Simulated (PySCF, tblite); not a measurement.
# C5H12N2Si: geometry, infrared bands and NMR shifts

Wanted: the infrared bands and NMR shifts of C5H12N2Si (`CCCN[Si@@H]1CC=N1`), by calculation.

Computed with tblite 0.8.0 and PySCF 2.14.0, with density-fitted response routines of our own, on a single molecule in the gas phase. Atoms count from 0, in the outputs and in this text.

## 1. Starting geometry

20 atoms, charge 0, multiplicity 1; geometry from: force field or distance geometry start.

Bonds of the start (Å): C0–C1 1.51, C1–C2 1.51, C2–N3 1.42, N3–Si4 1.75, Si4–C5 1.80, C5–C6 1.43, C6–N7 1.21, N7–Si4 1.69, C0–H8 1.10, C0–H9 1.11, C0–H10 1.11, C1–H11 1.14, C1–H12 1.12, C2–H13 1.13, C2–H14 1.10, N3–H15 1.03, Si4–H16 1.49, C5–H17 1.12, C5–H18 1.14, C6–H19 1.14.

## 2. Relaxing the molecule with GFN2-xTB

Job settings and geometry (Å):

```
{"job": {"kind": "relax", "xc": "GFN2-xTB", "basis": "xTB"}, "charge": 0, "multiplicity": 1}
C      2.992700    -0.360900    -0.076300
C      2.002500    -0.271800     1.063800
C      0.709700     0.396200     0.650800
N      0.177000    -0.398100    -0.401100
Si    -1.347800     0.111200    -1.100500
C     -2.802500     0.146900    -0.043900
C     -3.236100    -1.044800    -0.695500
N     -2.329000    -1.217200    -1.473400
H      3.828400     0.325700     0.102500
H      2.440600    -0.192900    -1.022300
H      3.376100    -1.399900    -0.115300
H      1.779400    -1.352100     1.350000
H      2.413300     0.245700     1.973600
H      0.980600     1.429800     0.290800
H      0.059800     0.506100     1.534800
H      0.331400    -1.418800    -0.332500
H     -1.224800     1.188500    -2.120100
H     -3.460200     1.052900    -0.139600
H     -2.522400     0.040700     1.057700
H     -4.174100    -1.660400    -0.506500
```

The run is started by

```console
$ OMP_NUM_THREADS=1 python probes_run.py task.json out
```

The driver reads the jobs from task.json and runs them one after another.

What it wrote:

```text
step      E/eV     max force
  0    -661.52516    9.366
  1    -662.25219    6.092
  2    -662.66233    1.380
  3    -662.75779    1.345
  4    -662.81619    0.777
  5    -662.86766    0.347
  6    -662.87908    0.300
  7    -662.89298    0.216
  8    -662.89784    0.243
  9    -662.90425    0.201
 10    -662.90945    0.185
 11    -662.91430    0.179
 12    -662.91828    0.145
 13    -662.92226    0.166
 14    -662.92606    0.150
 15    -662.92935    0.110
 16    -662.93209    0.111
 17    -662.93498    0.140
 18    -662.93825    0.176
 19    -662.94160    0.152
 20    -662.94485    0.124
 21    -662.94814    0.138
 22    -662.95182    0.156
 23    -662.95602    0.156
 24    -662.96055    0.179
 25    -662.96557    0.162
 26    -662.97171    0.176
 27    -662.97927    0.231
 28    -662.98808    0.254
 29    -662.99692    0.211
 30    -663.00379    0.178
 31    -663.00878    0.172
 32    -663.01338    0.149
 33    -663.01809    0.191
 34    -663.02028    0.325
 35    -663.02465    0.200
 36    -663.02840    0.135
 37    -663.03216    0.104
 38    -663.03768    0.220
 39    -663.04427    0.266
 40    -663.05090    0.198
 41    -663.05535    0.143
 42    -663.05806    0.116
 43    -663.06030    0.155
 44    -663.06282    0.158
 45    -663.06586    0.132
 46    -663.06779    0.096
 47    -663.06909    0.103
 48    -663.07035    0.124
 49    -663.07187    0.112
 50    -663.07350    0.084
 51    -663.07488    0.090
 52    -663.07592    0.075
 53    -663.07692    0.075
 54    -663.07805    0.073
 55    -663.07960    0.080
 56    -663.08106    0.103
 57    -663.08272    0.092
 58    -663.08439    0.085
 59    -663.08602    0.076
 60    -663.08764    0.076
 61    -663.08953    0.110
 62    -663.09173    0.114
 63    -663.09402    0.093
 64    -663.09605    0.114
 65    -663.09779    0.107
 66    -663.09947    0.096
 67    -663.10140    0.093
 68    -663.10334    0.086
 69    -663.10446    0.160
 70    -663.10611    0.075
 71    -663.10717    0.063
 72    -663.10797    0.063
 73    -663.10865    0.059
 74    -663.10976    0.065
 75    -663.11109    0.091
 76    -663.11251    0.084
 77    -663.11374    0.099
 78    -663.11489    0.080
 79    -663.11643    0.083
 80    -663.11851    0.100
 81    -663.12101    0.116
 82    -663.12320    0.138
 83    -663.12513    0.132
 84    -663.12662    0.124
 85    -663.12864    0.097
 86    -663.13009    0.071
 87    -663.13124    0.054
 88    -663.13189    0.054
 89    -663.13240    0.043
 90    -663.13294    0.048
 91    -663.13350    0.056
 92    -663.13416    0.050
 93    -663.13480    0.054
 94    -663.13525    0.060
 95    -663.13555    0.056
 96    -663.13595    0.046
 97    -663.13645    0.036
 98    -663.13690    0.039
 99    -663.13720    0.044
100    -663.13745    0.042
101    -663.13779    0.055
102    -663.13833    0.057
103    -663.13915    0.071
104    -663.14010    0.064
105    -663.14087    0.056
106    -663.14140    0.047
107    -663.14188    0.059
108    -663.14248    0.070
109    -663.14313    0.075
110    -663.14371    0.064
111    -663.14419    0.067
112    -663.14470    0.054
113    -663.14532    0.046
114    -663.14614    0.054
115    -663.14726    0.067
116    -663.14887    0.088
117    -663.14896    0.152
118    -663.15194    0.110
119    -663.15429    0.122
120    -663.15851    0.117
121    -663.16041    0.213
122    -663.16245    0.093
123    -663.16442    0.263
124    -663.16661    0.145
125    -663.16773    0.079
126    -663.17082    0.096
127    -663.17242    0.110
128    -663.17526    0.096
129    -663.17686    0.091
130    -663.17831    0.106
131    -663.17901    0.128
132    -663.18084    0.051
133    -663.18132    0.049
134    -663.18176    0.036
135    -663.18205    0.032
136    -663.18224    0.023
137    -663.18233    0.020
138    -663.18238    0.019
139    -663.18243    0.018
140    -663.18251    0.022
141    -663.18260    0.020
142    -663.18268    0.022
143    -663.18274    0.024
144    -663.18279    0.023
145    -663.18284    0.017
146    -663.18291    0.017
147    -663.18299    0.021
148    -663.18308    0.025
149    -663.18319    0.026
150    -663.18332    0.026
151    -663.18346    0.026
152    -663.18359    0.030
153    -663.18370    0.024
154    -663.18379    0.019
155    -663.18386    0.019
156    -663.18392    0.018
157    -663.18398    0.019
158    -663.18404    0.020
159    -663.18414    0.029
160    -663.18427    0.030
161    -663.18439    0.034
162    -663.18450    0.025
163    -663.18461    0.032
164    -663.18475    0.036
165    -663.18491    0.033
166    -663.18505    0.026
167    -663.18514    0.023
168    -663.18522    0.025
169    -663.18533    0.023
170    -663.18546    0.030
171    -663.18559    0.034
172    -663.18570    0.022
173    -663.18578    0.024
174    -663.18585    0.021
175    -663.18592    0.024
176    -663.18600    0.026
177    -663.18608    0.023
178    -663.18618    0.021
179    -663.18628    0.022
180    -663.18638    0.024
181    -663.18649    0.030
182    -663.18662    0.033
183    -663.18680    0.030
184    -663.18702    0.027
185    -663.18731    0.076
186    -663.18761    0.050
187    -663.18818    0.043
188    -663.18846    0.048
189    -663.18887    0.044
190    -663.18931    0.064
191    -663.18986    0.065
192    -663.19042    0.056
193    -663.19095    0.050
194    -663.19179    0.066
195    -663.19251    0.059
196    -663.19355    0.093
197    -663.19464    0.081
198    -663.19552    0.114
199    -663.19398    0.231
200    -663.19660    0.059
201    -663.19685    0.050
202    -663.19722    0.058
203    -663.19746    0.026
204    -663.19766    0.026
205    -663.19786    0.028
206    -663.19803    0.031
207    -663.19818    0.025
208    -663.19830    0.015
209    -663.19835    0.014
210    -663.19838    0.013
211    -663.19840    0.012
212    -663.19842    0.009
```

It took 1.8 s on 1 thread of Arm Neoverse V1, shared host; peak memory 0.18 GiB.

The steps of the relaxation: (not every step is listed)

| step | energy from step 0 (eV) | largest force (eV/Å) |
| --- | --- | --- |
| 0 | 0.0000 | 9.3658 |
| 1 | -0.7270 | 6.0920 |
| 2 | -1.1372 | 1.3796 |
| 3 | -1.2326 | 1.3450 |
| 4 | -1.2910 | 0.7773 |
| 5 | -1.3425 | 0.3471 |
| 6 | -1.3539 | 0.2997 |
| 7 | -1.3678 | 0.2162 |
| 8 | -1.3727 | 0.2428 |
| 27 | -1.4541 | 0.2308 |
| 46 | -1.5426 | 0.0965 |
| 65 | -1.5726 | 0.1068 |
| 84 | -1.6015 | 0.1241 |
| 103 | -1.6140 | 0.0707 |
| 122 | -1.6373 | 0.0926 |
| 141 | -1.6574 | 0.0200 |
| 160 | -1.6591 | 0.0302 |
| 179 | -1.6611 | 0.0216 |
| 198 | -1.6704 | 0.1145 |
| 207 | -1.6730 | 0.0251 |
| 208 | -1.6731 | 0.0148 |
| 209 | -1.6732 | 0.0136 |
| 210 | -1.6732 | 0.0133 |
| 211 | -1.6732 | 0.0123 |
| 212 | -1.6733 | 0.0094 |

Distances of close pairs at the start and the end, largest changes first:

```
  bond  before (Å)  after (Å)  change (Å)
Si4–C5       1.798      1.925      +0.126
Si4–N7       1.693      1.801      +0.108
 C6–N7       1.207      1.276      +0.069
 C5–C6       1.426      1.490      +0.064
C6–H19       1.138      1.083      -0.054
C5–H18       1.142      1.087      -0.054
C1–H11       1.140      1.093      -0.047
N3–Si4       1.753      1.711      -0.042
```

The next job starts from the end point, and lists it.

## 3. Infrared spectrum with GFN2-xTB

Job settings and geometry (Å):

```
{"job": {"kind": "ir", "xc": "GFN2-xTB", "basis": "xTB"}, "charge": 0, "multiplicity": 1}
C      2.246070    -0.566483    -0.656809
C      2.176761    -0.433884     0.857842
C      1.084447     0.538545     1.314339
N     -0.257449     0.069166     1.069179
Si    -1.104279     0.330392    -0.394271
C     -2.993024    -0.036668    -0.343019
C     -2.610663    -1.026001    -1.389803
N     -1.349219    -1.001728    -1.581322
H      2.468243     0.396743    -1.110319
H      1.300515    -0.922828    -1.057156
H      3.027199    -1.268562    -0.938923
H      1.983815    -1.412921     1.303199
H      3.135403    -0.075946     1.239905
H      1.200442     1.489713     0.793712
H      1.194715     0.721108     2.389895
H     -0.443102    -0.787480     1.570928
H     -0.693464     1.588990    -0.991993
H     -3.693565     0.718470    -0.690757
H     -3.407518    -0.503613     0.547191
H     -3.270477    -1.690355    -1.934854
```

What it wrote:

```text
mode    cm-1     km/mol
  1      37.2      2.04
  2      65.8      1.13
  3      93.9      0.15
  4     126.6      0.92
  5     158.5      5.44
  6     235.6      0.28
  7     276.8      5.61
  8     320.3     17.79
  9     327.7      0.15
 10     440.5     24.81
 11     519.5     41.65
 12     536.3     92.04
 13     569.8      7.39
 14     643.5    104.15
 15     667.4    102.30
 16     695.7     89.31
 17     794.2     34.49
 18     805.8      9.25
 19     835.1     41.29
 20     874.3     89.51
 21     926.8     29.41
 22     928.4      8.99
 23    1009.6     18.21
 24    1046.9      0.71
 25    1054.0     35.47
 26    1097.5     25.06
 27    1110.1      2.91
 28    1169.9     24.65
 29    1175.3    112.97
 30    1218.0     18.63
 31    1226.5     26.93
 32    1262.5      2.06
 33    1332.4      6.12
 34    1343.2      3.97
 35    1373.9    108.93
 36    1418.4      4.72
 37    1437.3     14.22
 38    1479.8      0.83
 39    1484.7      0.40
 40    1499.5      3.74
 41    1499.6      4.29
 42    1623.1    133.94
 43    2348.7    298.61
 44    2910.3     69.19
 45    2965.5     29.54
 46    2978.2     45.42
 47    2992.1     49.65
 48    2994.0     46.82
 49    3003.8     32.50
 50    3017.2    114.74
 51    3035.0     54.42
 52    3038.0     34.50
 53    3052.6     17.55
 54    3430.2      8.22
```

Wall time 0.82 s (1 thread of Arm Neoverse V1, shared host); peak memory 0.18 GiB.

Which atoms move in the most intense modes:

| cm⁻¹ | km/mol | atoms |
| --- | --- | --- |
| 536 | 92.0 | H16 76 % |
| 644 | 104.2 | Si4 29 %, C5 25 %, N7 25 %, H17 10 % |
| 667 | 102.3 | H16 28 %, Si4 24 %, H18 12 % |
| 1175 | 113.0 | N3 23 %, C2 21 %, C5 11 % |
| 1374 | 108.9 | H15 38 %, H13 27 %, N3 20 %, C2 11 % |
| 1623 | 133.9 | C6 54 %, N7 43 % |
| 2349 | 298.6 | H16 97 % |
| 3017 | 114.7 | H19 87 % |

## 4. NMR shieldings: PBE0/pcSseg-1

Same as in step 3 but for these lines:

```diff
@@ -1,2 +1,2 @@
-{"job": {"kind": "ir", "xc": "GFN2-xTB", "basis": "xTB"}, "charge": 0, "multiplicity": 1}
+{"job": {"kind": "nmr", "xc": "PBE0", "basis": "pcSseg-1"}, "charge": 0, "multiplicity": 1}
 C      2.246070    -0.566483    -0.656809
```

Level: GIAO PBE0/pcSseg-1 NMR shielding, non-relativistic, gas phase.

What it wrote:

```text
coarse grid: 16624 points
cycle   1  E = -596.0761988676  dE =  9.719e-01  |g| = 6.104e-01  |ddm| = 3.943e+00
cycle   2  E = -595.9930182595  dE =  8.318e-02  |g| = 8.715e-01  |ddm| = 1.318e+00
cycle   3  E = -596.1618135212  dE = -1.688e-01  |g| = 1.599e-01  |ddm| = 8.516e-01
cycle   4  E = -596.1672776028  dE = -5.464e-03  |g| = 4.646e-02  |ddm| = 1.503e-01
cycle   5  E = -596.1677462219  dE = -4.686e-04  |g| = 1.146e-02  |ddm| = 4.618e-02
cycle   6  E = -596.1677705370  dE = -2.432e-05  |g| = 4.798e-03  |ddm| = 1.362e-02
cycle   7  E = -596.1677754506  dE = -4.914e-06  |g| = 5.856e-04  |ddm| = 4.054e-03
final grid: 154416 points
cycle   8  E = -596.2113935294  dE = -4.442e-05  |g| = 9.649e-03  |ddm| = 2.984e-02
cycle   9  E = -596.2113849441  dE =  8.585e-06  |g| = 1.147e-02  |ddm| = 1.801e-02
cycle  10  E = -596.2114166035  dE = -3.166e-05  |g| = 1.043e-03  |ddm| = 9.788e-03
cycle  11  E = -596.2114168005  dE = -1.970e-07  |g| = 4.369e-04  |ddm| = 1.069e-03
cycle  12  E = -596.2114168400  dE = -3.943e-08  |g| = 1.158e-04  |ddm| = 3.824e-04
cycle  13  E = -596.2114168424  dE = -2.430e-09  |g| = 4.976e-05  |ddm| = 1.265e-04
cycle  14  E = -596.2114168429  dE = -5.207e-10  |g| = 6.545e-06  |ddm| = 4.395e-05
converged SCF energy = -596.2114168429

GIAO shielding tensors (ppm)
atom      isotropic    diamagn.    paramagn.     s11        s22        s33       span
  0 C      174.511     249.373     -74.862    158.963    177.290    187.280     28.317
  1 C      154.793     248.578     -93.785    142.477    151.953    169.948     27.471
  2 C      136.074     243.113    -107.040    113.789    141.127    153.304     39.515
  3 N      209.320     325.884    -116.564    187.677    206.534    233.749     46.073
  4 Si     356.625     879.922    -523.298    325.617    357.127    387.130     61.513
  5 C      149.654     262.569    -112.915    116.487    146.545    185.929     69.442
  6 C      -13.154     261.251    -274.405   -139.181    -26.327    126.046    265.227
  7 N     -203.388     332.300    -535.688   -587.463   -188.398    165.697    753.160
  8 H       31.092      30.842       0.250     27.313     28.556     37.406     10.093
  9 H       29.359      32.100      -2.740     24.324     29.390     34.364     10.040
 10 H       30.456      28.503       1.953     25.869     27.575     37.924     12.055
 11 H       30.603      31.126      -0.524     26.697     29.037     36.074      9.376
 12 H       30.149      29.300       0.848     25.387     28.367     36.692     11.305
 13 H       29.163      31.149      -1.987     24.691     28.974     33.822      9.131
 14 H       28.117      29.261      -1.144     21.829     28.087     34.434     12.605
 15 H       31.109      34.741      -3.632     23.271     30.421     39.635     16.364
 16 H       26.572      30.603      -4.031     23.467     25.669     30.580      7.113
 17 H       29.254      31.798      -2.544     26.493     27.560     33.708      7.215
 18 H       29.463      33.244      -3.781     26.423     28.656     33.312      6.889
 19 H       22.232      30.023      -7.791     20.529     22.329     23.837      3.307
```

It took 50 s on 1 thread of Arm Neoverse V1, shared host; peak memory 0.87 GiB.

The references, computed at this level on geometries of the same kind, shield at (ppm): ¹H TMS 31.72, ¹³C TMS 186.9, ²⁹Si TMS 349.2, ¹⁵N NH3 267.7. Their shielding less the atom's gives the shift. The references are single molecules in the gas phase, so shifts against H2O, NH3, PH3, H3PO4 or CFCl3 are not on the usual liquid scales and can be off by tens of ppm. Atoms listed in one row are averaged.

```
      atoms                                                   environment  σ (ppm)  δ (ppm)  δ scaled to CDCl3
         C6                                                    C=N carbon    -13.2    200.1              193.4
         C2                                           sp3 CH2 bonded to N    136.1     50.9               47.7
         C5                                          sp3 CH2 bonded to Si    149.7     37.3               34.5
         C1                                                       sp3 CH2    154.8     32.1               29.4
         C0                                                 methyl carbon    174.5     12.4               10.2
        H19                                      hydrogen on a C=N carbon    22.23     9.49               9.05
        H16  hydrogen on a silicon bonded to C, 2 N, in a 4-membered ring    26.57     5.15                  –
        H14                            hydrogen on an sp3 CH2 bonded to N    28.12     3.60               3.50
        H13                            hydrogen on an sp3 CH2 bonded to N    29.16     2.55               2.51
        H17                           hydrogen on an sp3 CH2 bonded to Si    29.25     2.46               2.43
        H18                           hydrogen on an sp3 CH2 bonded to Si    29.46     2.25               2.23
        H12                                        hydrogen on an sp3 CH2    30.15     1.57               1.58
H8, H9, H10                                   hydrogen on a methyl carbon    30.30     1.41               1.44
        H11                                        hydrogen on an sp3 CH2    30.60     1.11               1.16
        H15                        hydrogen on a nitrogen bonded to C, Si    31.11     0.61                  –
         N7                                                imine nitrogen   -203.4    471.1                  –
         N3                                   nitrogen bonded to C, Si, H    209.3     58.4                  –
        Si4             silicon bonded to C, 2 N, H, in a 4-membered ring    356.6     -7.5                  –
```

The scaled column applies a straight-line fit of computed shieldings to shifts measured in CDCl3 (root-mean-square error 0.16 ppm for H, 1.9 ppm for C).

The run also stored atomic charges by several schemes (e):

```
atoms  Mulliken    IAO  Hirshfeld  ESP fit
   C0     -0.32  -0.42      -0.12    -0.14
   C1     -0.27  -0.26      -0.07     0.16
   C2     -0.02  -0.14      -0.02     0.02
   N3     -0.66  -0.66      -0.23    -0.87
  Si4      0.92   1.10       0.43     1.10
   C5     -0.54  -0.61      -0.18    -0.95
   C6      0.06   0.05       0.05     0.63
   N7     -0.51  -0.59      -0.29    -0.83
```

Mayer bond orders: C0–C1 1.05, C1–C2 1.03, C2–N3 0.96, N3–Si4 1.06, Si4–C5 0.87, C5–C6 0.97, C6–N7 1.83, N7–Si4 0.92.

Ring of atoms Si4, C5, C6, N7: NICS(0) 6.2, NICS(1) -2.7, NICS(1)zz 2.7 ppm (means of both faces).

The fields below are evaluated on a grid from the run's orbitals.

Frontier orbitals at PBE0/pcSseg-1, with the share of their density that lies nearest to each atom:

| orbital | energy (eV) | lies on |
| --- | --- | --- |
| HOMO | -6.45 | N7 55 %; N3 13 %; C5 10 % |
| LUMO | -0.19 | C6 39 %; N7 32 %; H19 10 % |

ELF in a plane through or near 11 of the atoms.

Ten even steps from ' ' (0.00) to '@' (1.00):
```
                                                        
                                                        
                                                        
                --####--                                
              --@@@@@@%%  ..==++                        
              ::@@@@@@@@  ==%%##..      ..              
                ==@@@@##++%%@@%%::  ..--++==..          
        ::####::..++--..%%::==%%--::++**##**::          
        %%@@@@@@**%%%%++##**##%%::++%%**::**==::        
      ..%%@@@@@@----%%====##%%++  --##++..++==..        
        --%%%%****##**..  ::==------..**@@##::          
            ..--%%%%##++::  ..==%%##++--::**--          
            ..**##--==@@@@--  ++##**++##::%%%%**..      
          ..##@@@@####@@@@==  **@@**##**++%%@@%%::      
          ::@@@@@@%%==##@@..  **@@@@##::  ==##++        
            ##@@@@**....::    ==##%%**..    ..          
              ::--..            ..::                    
                                                        
                                                        
                                                        
```
The map spans 12.6 Å across and 9.6 Å up, centred on the molecule. Atoms in the plane (x, y in Å): C0 (-2.0, -1.3), C1 (-2.3, 0.1), C2 (-1.4, 1.2), N3 (0.0, 1.1), C5 (3.0, 0.5), C6 (2.9, -1.0), N7 (1.7, -1.4), H9 (-1.0, -1.5), H10 (-2.7, -2.0), H12 (-3.3, 0.4), H14 (-1.8, 2.2).

On the surface of density 0.002 e/bohr³ the electrostatic potential runs, from the 1st to the 99th percentile, from -2.05 V near N7 to 1.47 V near H15.

## 5. Results

| quantity | value |
| --- | --- |
| strongest single infrared mode (GFN2-xTB) | 2349 cm⁻¹, 299 km/mol |
| zero-point energy (GFN2-xTB) | 103.7 kcal/mol |
| ¹³C shifts against TMS (PBE0/pcSseg-1) | 200.1, 50.9, 37.3, 32.1, 12.4 ppm |
| ¹H shifts against TMS (PBE0/pcSseg-1, means over atoms taken as alike) | 9.49, 5.15, 3.60, 2.55, 2.46, 2.25, 1.57, 1.41, 1.11, 0.61 ppm |
| ¹⁵N shifts against NH3 (PBE0/pcSseg-1) | 471.1, 58.4 ppm |
| ²⁹Si shifts against TMS (PBE0/pcSseg-1) | -7.5 ppm |
| surface potential, 1st and 99th percentile | -2.05 V and 1.47 V |

In words: Relaxing lowered the energy by 1.673 eV in 212 steps; the close pair that moved most is Si4–C5, from 1.798 to 1.925 Å. All 54 modes are real, so the xTB geometry is a minimum. The strongest single mode, at 2349 cm⁻¹, moves mainly H16. Unscaled tight-binding wavenumbers are off by several per cent, some by more. Its intensities can rank the bands wrongly. At PBE0/pcSseg-1: Shielding is most anisotropic at N7 (span 753 ppm, paramagnetic term -536 ppm).
